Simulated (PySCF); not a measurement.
# C2CuN2S2 ([Cu(NCS)2]-): the cost of one run

Programs: PySCF 2.14.0, with density-fitted response routines of our own. Each step states its level of theory. These are calculated values for one molecule in the gas phase, unless marked as measured. Atoms are numbered from 0 throughout.

**1. Starting geometry**

7 atoms, charge -1, multiplicity 1; geometry from: GFN2-xTB. The atoms were then displaced at random by about 0.03 Å, so the start is not that level's minimum.

Bonds of the start (Å): Cu0–N1 1.76, Cu0–N4 1.82, N1–C2 1.16, C2–S3 1.61, N4–C5 1.15, C5–S6 1.58.

**2. Optimising the geometry at PBE0-D3(BJ)/def2-SVP**

Job settings and geometry (Å):

```
{"job": {"xc": "PBE0", "basis": "def2-SVP", "d3": "d3bj", "grid": 1, "maxiter": 40, "shake": 0.03, "kind": "geom"}, "charge": -1, "multiplicity": 1}
Cu     0.057640    -0.071160     0.012650
N     -0.008980     0.001960     1.766550
C     -0.055510    -0.024340     2.921330
S      0.102870    -0.044540     4.519050
N     -0.024680    -0.023530    -1.804410
C     -0.015550     0.030060    -2.954500
S      0.036080     0.029530    -4.529230
```

Run with:

```sh
$ OMP_NUM_THREADS=1 python probes_run.py task.json out
```

The driver reads the jobs from task.json and runs them one after another.

**Question.** How long does this first job take on 1 thread of Arm Neoverse N1, shared host, and how much memory does it need?

About 91 s, with a peak of 0.5 GiB.
